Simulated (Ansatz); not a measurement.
**Hf (diamond type): how the settings move a single-point run**

How sensitive is a single-point run of Hf (diamond type) to its settings? A reference run comes first, then one run with altered input.

Computed with Ansatz 0.2.0 (reference: DFT, PBEsol, all-electron PAW with datasets made for the crystal, scalar-relativistic, unless a step's input says otherwise).

3 further runs of the same task are left out: 3 that didn't finish. Runs told in other sessions of the task aren't counted.

### Step 1. The system as given

Symmetry: Fd-3m, No. 227, cubic system. Conventional cell: a = 6.088 Å, b = 6.088 Å, c = 6.088 Å, α = 90.00°, β = 90.00°, γ = 90.00°. Hf (site symmetry -43m) is surrounded by 4 Hf at 2.64 Å.

Coordinates:

```cif
data_structure
_symmetry_space_group_name_H-M 'P 1'
_symmetry_Int_Tables_number 1
_cell_length_a 4.3046
_cell_length_b 4.3046
_cell_length_c 4.3046
_cell_angle_alpha 60.000
_cell_angle_beta 60.000
_cell_angle_gamma 60.000
_cell_volume 56.40
loop_
_atom_site_label
_atom_site_type_symbol
_atom_site_fract_x
_atom_site_fract_y
_atom_site_fract_z
_atom_site_occupancy
Hf1 Hf 0.87500 0.87500 0.87500 1
Hf2 Hf 0.12500 0.12500 0.12500 1
```

### Step 2. The reference run

Contents of input.yaml:

```yaml
crystal:
  lattice:
    - [0.0, 3.0438467722, 3.0438467722]
    - [3.0438467722, 0.0, 3.0438467722]
    - [3.0438467722, 3.0438467722, 0.0]
  atoms:
    - { symbol: Hf, position: [-0.125, -0.125, -0.125] }
    - { symbol: Hf, position: [0.125, 0.125, 0.125] }
kpoints:
  mp_grid: { grid: [9, 9, 9] }
scf:
  occupations: { method: fermi_dirac, width: 0.05 }
hamiltonian:
  xc: pbesol
  pseudopotentials: { kind: all_electron, datasets: crystal }
output:
  forces: true
  stress: true
  eigenvalues: true
  efg: { contact_densities: true }
```

On the command line:

```sh
$ ansatz run input.yaml --threads 1 --pin off --max-ram 2048MiB --backend cpu --events-out ev --progress --plain --runs-dir out
```

### Step 3. Changing settings: mp_grid.grid [4, 4, 4], dispersion d3bjatm

Edit input.yaml of step 2 so:

```diff
@@ -9,3 +9,3 @@
 kpoints:
-  mp_grid: { grid: [9, 9, 9] }
+  mp_grid: { grid: [4, 4, 4] }
 scf:
@@ -15,2 +15,3 @@
   pseudopotentials: { kind: all_electron, datasets: crystal }
+  dispersion: d3bjatm
 output:
```

Before running it: what results should come out? Wanted: for each run, ending; energy change; pressure; gap; force.

**Answer**, as computed:

```
                                          run     ending                                             energy change  pressure (GPa)  gap (eV)  force (eV/Å)  cycles   time
                                    reference  converged                                                         0             4.9      0.00          0.00      10  5.3 s
1: mp_grid.grid [4, 4, 4], dispersion d3bjatm  converged  -377.8 meV/atom (dispersion and other settings together)             1.9      0.00          0.00       9  2.1 s
```

Residual by cycle in the longest SCF loop of each run; runs are numbered as in the table. The quantity is the density residual dr2, in eV.

```
cycle  reference    run 1
    1      0.131    0.134
    2     0.0548   0.0586
    3     0.0101   0.0117
    4    0.00352  0.00429
    5     8.7e-4   7.7e-4
    6     4.9e-5   1.7e-4
    7     1.9e-5   1.8e-5
    8     7.4e-7   8.5e-7
    9     6.9e-8   1.1e-8
   10     1.4e-9        -
```

The energy moves by -377.8 meV/atom, nearly all of it the dispersion term itself (-381.3 meV/atom); that offset belongs to the model and is no gain or loss of stability; the pressure goes from 4.9 to 1.9 GPa.
